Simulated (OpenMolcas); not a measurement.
**C2H3I (SMILES C=CI): RI-MP2/ANO-RCC-VTZP (DKH2, Cholesky decomposition)**

Aim: the energy change on altering one bond length of C2H3I at RI-MP2/ANO-RCC-VTZP (DKH2, Cholesky decomposition), from 2 runs. 

The calculation is run with OpenMolcas 26.06.

**1. The molecule**

The species is C2H3I (6 atoms), meant as a singlet with charge 0. SMILES: `C=CI`. The coordinates come from a PBE0-D4/def2-TZVP relaxation.

Bond lengths: C1–C2 1.320 Å, C2–I3 2.078 Å, C1–H4 1.083 Å, C1–H5 1.086 Å, C2–H6 1.082 Å. Angles: C1–C2–I3 123.7°, C1–C2–H6 123.5°, I3–C2–H6 112.8°, C2–C1–H4 122.8°, C2–C1–H5 119.6°, H4–C1–H5 117.7°.

**2. The energy at RI-MP2/ANO-RCC-VTZP (DKH2, Cholesky decomposition)**

job.input

```
&gateway
 coord
 6
 angstrom
 C       -0.622970       0.068690      -0.457440
 C        0.372870       0.151340       0.404440
 I        1.844550      -1.301740       0.608640
 H       -0.748780      -0.771200      -1.129510
 H       -1.355590       0.868170      -0.507340
 H        0.509920       0.984730       1.081200
 basis=ANO-RCC-VTZP
 group=NoSym

&seward
 medium

&scf
 prorbitals=0

&mbpt2
 frozen=20
```

The run is started by

```sh
export MOLCAS_MEM=1860
pymolcas job.input > job.log
```

The program printed, cut to the lines that bear on the results:

```text
--- Start Module: gateway ---
[...]
--- Stop Module: gateway /rc=_RC_ALL_IS_WELL_ ---
[...]
      Basis functions          170
[...]
--- Start Module: scf ---
[...]
       Convergence after  11 Iterations
[...]
::    Total SCF energy                              -7188.3778730271
[...]
      Total spin, S                                     0.0000000000
[...]
      Total electronic charge=   68.000000
      Total            charge=   -0.000000
[...]
      Dipole Moment (debye):
      Origin of the operator (angstrom)=    1.4908   -1.0490    0.4940
                   X= -1.1872E+00               Y=  9.5905E-01               Z= -3.0941E-01           Total=  1.5573E+00
      Quadrupole Moment (debye*angstrom):
[...]
--- Stop Module: scf /rc=_RC_ALL_IS_WELL_ ---
[...]
--- Start Module: mbpt2 ---
[...]
WARNING!
Default frozen orbitals as non valence orbitals is overwritten by user input.
Default values:  20
[...]
       Reference weight ( Cref**2 )         =        0.80506
::    Total MBPT2 energy                            -7189.3198430380
[...]
--- Stop Module: mbpt2 /rc=_RC_ALL_IS_WELL_ ---
[...]
```

Run time: 72 s. Hardware: 1 thread of Arm Neoverse V2, shared host; peak memory 0.3 GiB.

**3. The distorted shape**

job.input

```
&GATEWAY
 Coord
 6
 angstrom
 C       -0.770111       0.213972      -0.477856
 C        0.225729       0.296622       0.384024
 I        1.844550      -1.301740       0.608640
 H       -0.895921      -0.625918      -1.149926
 H       -1.502731       1.013452      -0.527756
 H        0.362779       1.130012       1.060784
 Basis = ANO-RCC-VTZP
 Group = NoSym

&SEWARD
 Medium

&SCF
 PrOrbitals = 0

&MBPT2
 Frozen = 20
```

The run is started by

```sh
export MOLCAS_MEM=1860
pymolcas job.input > job.log
```

The program printed, cut to the lines that bear on the results:

```text
--- Start Module: gateway ---
[...]
--- Stop Module: gateway /rc=_RC_ALL_IS_WELL_ ---
[...]
      Basis functions          170
[...]
--- Start Module: scf ---
[...]
       Convergence after  11 Iterations
[...]
::    Total SCF energy                              -7188.3680292421
[...]
      Total spin, S                                     0.0000000000
[...]
      Total electronic charge=   68.000000
      Total            charge=   -0.000000
[...]
      Dipole Moment (debye):
      Origin of the operator (angstrom)=    1.4650   -1.0235    0.4904
                   X= -1.4922E+00               Y=  1.1901E+00               Z= -3.9934E-01           Total=  1.9500E+00
      Quadrupole Moment (debye*angstrom):
[...]
--- Stop Module: scf /rc=_RC_ALL_IS_WELL_ ---
[...]
--- Start Module: mbpt2 ---
[...]
WARNING!
Default frozen orbitals as non valence orbitals is overwritten by user input.
Default values:  20
[...]
       Reference weight ( Cref**2 )         =        0.80173
::    Total MBPT2 energy                            -7189.3079539132
[...]
--- Stop Module: mbpt2 /rc=_RC_ALL_IS_WELL_ ---
[...]
```

Wall time 76 s (1 thread of Arm Neoverse V2, shared host); peak memory 0.3 GiB.

**4. Outcome**

At RI-MP2/ANO-RCC-VTZP (DKH2, Cholesky decomposition), 20 core orbitals frozen:

| quantity | value |
| --- | --- |
| first shape: total energy | -7189.31984 Eh |
| first shape: dipole moment (mean-field density) | 1.56 D |
| first shape: HOMO energy (Hartree–Fock orbitals) | -9.38 eV |
| first shape: LUMO energy (Hartree–Fock orbitals) | 1.45 eV |
| first shape: HOMO–LUMO gap (Hartree–Fock orbitals) | 10.83 eV |
| first shape: correlation energy (20 core orbitals frozen) | -942.0 mEh |
| distorted shape: total energy | -7189.30795 Eh |
| distorted shape: dipole moment (mean-field density) | 1.95 D |
| distorted shape: HOMO energy (Hartree–Fock orbitals) | -9.64 eV |
| distorted shape: LUMO energy (Hartree–Fock orbitals) | 1.41 eV |
| distorted shape: HOMO–LUMO gap (Hartree–Fock orbitals) | 11.05 eV |
| distorted shape: correlation energy (20 core orbitals frozen) | -939.9 mEh |
| energy change with the C2–I3 bond stretched from 2.078 to 2.286 Å | 0.324 eV |

With the C2–I3 bond stretched from 2.078 to 2.286 Å the energy rises by 0.32 eV (7.5 kcal/mol). The first shape isn't relaxed at this level, so the change isn't measured from a minimum. Mulliken charges (first shape) of the mean-field density run from -0.27 on C1 to +0.14 on H5. Mulliken charges (distorted shape) of the mean-field density run from -0.26 on C1 to +0.14 on H4.
